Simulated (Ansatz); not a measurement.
**BH5O (built from SMILES B.O): a barrier at many levels of theory**

How high is the barrier of this step (B1–O6 tightened, H2–H5 formed, B1–H2 broken, H5–O6 broken), and how far do cheaper methods land from CCSD(T)?

Program: Ansatz 0.2.0, Gaussian basis. Level of theory: single points in def2-TZVPP on PBE0-D4/def2-TZVP structures. These are calculated values, not measurements.

Levels: SPW92, PBE-D4, BLYP-D4, r2SCAN-D4, B97M-V, PBE0-D4, B3LYP-D4, r2SCAN0-D4, BHLYP-D4, CAM-B3LYP-D4, wB97X-V, wB97M-V, B2PLYP, PBE-QIDH, RPA on PBE, Hartree-Fock, MP2, CCSD, CCSD(T). The reference is CCSD(T) at the basis limit, from triple and quadruple zeta. Zero-point energies come from PBE0-D4 vibrations.

Cores are frozen in the correlated methods. B3LYP uses VWN-RPA correlation. B2PLYP carries no dispersion term here.

80 further runs of the same task are left out: 80 set aside as unsound or not needed.

**1. Start, saddle and end, as given**

Charge 0, multiplicity 1. The folders r, ts and p hold the start, the saddle and the end; their coordinates stand in the first inputs.

```tsv
pair	r (Å)	ts (Å)	p (Å)
B1–O6	1.687	1.577	1.348
H2–H5	2.498	1.029	0.747
B1–H2	1.204	1.334	3.118
H5–O6	0.964	1.262	3.411
```

**2. SPW92/def2-TZVPP**

File r/in.yaml:

```yaml
crystal:
  periodic: [false, false, false]
  atoms:
    - {symbol: B, position_ang: [-0.608968, -0.230260, -0.286213]}
    - {symbol: H, position_ang: [-0.396354, -1.317006, -0.759367]}
    - {symbol: H, position_ang: [-0.985682, 0.613094, -1.058850]}
    - {symbol: H, position_ang: [-1.171340, -0.235677, 0.785537]}
    - {symbol: H, position_ang: [1.331090, -0.300485, 0.731559]}
    - {symbol: O, position_ang: [0.947984, 0.302301, 0.084283]}
    - {symbol: H, position_ang: [0.883170, 1.168033, 0.503052]}
basis:
  gaussian: {orbitals: def2-TZVPP}
hamiltonian: {xc: lda}
```

File ts/in.yaml:

```yaml
crystal:
  periodic: [false, false, false]
  atoms:
    - {symbol: B, position_ang: [-0.488566, 0.000936, -0.218241]}
    - {symbol: H, position_ang: [0.023024, -1.226146, -0.330921]}
    - {symbol: H, position_ang: [-0.867528, 0.302474, -1.308734]}
    - {symbol: H, position_ang: [-1.249608, -0.039855, 0.704606]}
    - {symbol: H, position_ang: [0.761108, -0.564139, -0.055140]}
    - {symbol: O, position_ang: [0.892994, 0.676553, 0.131865]}
    - {symbol: H, position_ang: [0.928477, 0.850177, 1.076565]}
basis:
  gaussian: {orbitals: def2-TZVPP}
hamiltonian: {xc: lda}
```

File p/in.yaml:

```yaml
crystal:
  periodic: [false, false, false]
  atoms:
    - {symbol: B, position_ang: [-0.516145, 0.717401, -0.067566]}
    - {symbol: H, position_ang: [0.258636, -2.294470, -0.294658]}
    - {symbol: H, position_ang: [-0.794767, 0.705046, -1.230603]}
    - {symbol: H, position_ang: [-1.229264, 0.237426, 0.772348]}
    - {symbol: H, position_ang: [0.813360, -1.965195, -0.670871]}
    - {symbol: O, position_ang: [0.646558, 1.308412, 0.273501]}
    - {symbol: H, position_ang: [0.821522, 1.291381, 1.217849]}
basis:
  gaussian: {orbitals: def2-TZVPP}
hamiltonian: {xc: lda}
```

Each run has its own folder and the same command.

Command:

```console
$ ansatz run in.yaml --threads 2 --pin off --events-out ev --progress --plain --max-ram 4352MiB
```

Further steps of the session: PBE-D4/def2-TZVPP; BLYP-D4/def2-TZVPP; r2SCAN-D4/def2-TZVPP; B97M-V/def2-TZVPP; PBE0-D4/def2-TZVPP; B3LYP-D4/def2-TZVPP; r2SCAN0-D4/def2-TZVPP; BHLYP-D4/def2-TZVPP; CAM-B3LYP-D4/def2-TZVPP; wB97X-V/def2-TZVPP; wB97M-V/def2-TZVPP; B2PLYP/def2-TZVPP; PBE-QIDH/def2-TZVPP; RPA on PBE/def2-TZVPP; CCSD(T)/def2-TZVPP; MP2/def2-QZVPP; Vibrations of the start structure; Vibrations of the end structure.

**Question.** What will these runs give? Wanted: barrier, CCSD(T)/CBS; reverse barrier, CCSD(T)/CBS; step energy, CCSD(T)/CBS; barrier with zero-point energy; step energy with zero-point energy; imaginary mode at the saddle; largest T1 diagnostic.

**Answer**, as computed:

| quantity | value |
| --- | --- |
| barrier, CCSD(T)/CBS | 102.4 kJ/mol |
| reverse barrier, CCSD(T)/CBS | 170.1 kJ/mol |
| step energy, CCSD(T)/CBS | -67.7 kJ/mol |
| barrier with zero-point energy | 91.6 kJ/mol |
| step energy with zero-point energy | -90.9 kJ/mol |
| imaginary mode at the saddle | 1342i cm⁻¹ |
| largest T1 diagnostic | 0.013 |

**Reading.** wB97M-V is the best functional here (-2.4 kJ/mol from CCSD(T)/CBS); SPW92 is the worst (-40.3 kJ/mol). Mean unsigned error by rung: LDA 40.3, GGA 22.0, meta-GGA 11.6, hybrid 9.6, range-separated hybrid 2.7, double hybrid 3.1 kJ/mol. PBE-D4 gives a barrier 27.9 kJ/mol too low, outside chemical accuracy (1 kcal/mol, 4.2 kJ/mol). Every functional without exact exchange puts the barrier too low, the usual mark of self-interaction error, which favours the spread-out density of a saddle. The barrier rises with the share of exact exchange, from BLYP-D4 through B3LYP-D4 to BHLYP-D4 (-16.0, -5.9, +11.1 kJ/mol). Hartree-Fock, with no correlation, is off by +43.3 kJ/mol. Zero-point motion lowers the barrier by 10.9 kJ/mol.
